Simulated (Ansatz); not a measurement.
# Ti (sc type): a single-point run

The task is a single-point run on Ti (sc type).

Method: DFT, PBEsol, norm-conserving pseudopotentials, Ansatz's default files, scalar-relativistic, in Ansatz 0.2.0.

1 further run of the same task is left out (it didn't finish).

### Step 1. The system as given

It takes space group Pm-3m (No. 221, cubic). Conventional cell: a = 1.989 Å, b = 1.989 Å, c = 1.989 Å, α = 90.00°, β = 90.00°, γ = 90.00°. Ti (site symmetry m-3m) has 6 Ti at 1.99 Å as nearest neighbours.

As a file:

```cif
data_structure
_symmetry_space_group_name_H-M 'Pm-3m'
_symmetry_Int_Tables_number 221
_cell_length_a 1.9892
_cell_length_b 1.9892
_cell_length_c 1.9892
_cell_angle_alpha 90.000
_cell_angle_beta 90.000
_cell_angle_gamma 90.000
_cell_volume 7.87
loop_
_atom_site_label
_atom_site_type_symbol
_atom_site_symmetry_multiplicity
_atom_site_Wyckoff_symbol
_atom_site_fract_x
_atom_site_fract_y
_atom_site_fract_z
_atom_site_occupancy
Ti1 Ti 1 a 0.00000 0.00000 0.00000 1
```

### Step 2. Input and run

Contents of input.yaml:

```yaml
crystal:
  lattice:
    - [1.9891971254, 0.0, 0.0]
    - [0.0, 1.9891971254, 0.0]
    - [0.0, 0.0, 1.9891971254]
  atoms:
    - { symbol: Ti, position: [0.0, 0.0, 0.0] }
kpoints:
  mp_grid: { grid: [14, 14, 14] }
scf:
  occupations: { method: fixed }
  max_iter: 100
hamiltonian:
  xc: pbesol
  pseudopotentials: { kind: nc }
output:
  forces: true
  stress: true
  eigenvalues: true
```

The run is started by

```bash
> ansatz run input.yaml --threads 1 --pin off --max-ram 2048MiB --backend cpu --events-out ev --progress --plain --runs-dir out
```

What happens when this is run?

The run converged and reported no error, with warnings (band overlap at count, metallic iterate, unresolved pair at count). It gives a pressure of 315 GPa, which is large; a structure far from rest gives such values too, whatever the setting.

In the input, scf.occupations.method is fixed; scf.occupations.width is missing. What could go wrong: fixed occupations where they can't hold. It still converged here, which does not make the setting sound.

Run again and compare: set scf.occupations.method to fermi_dirac and scf.occupations.width to 0.08.
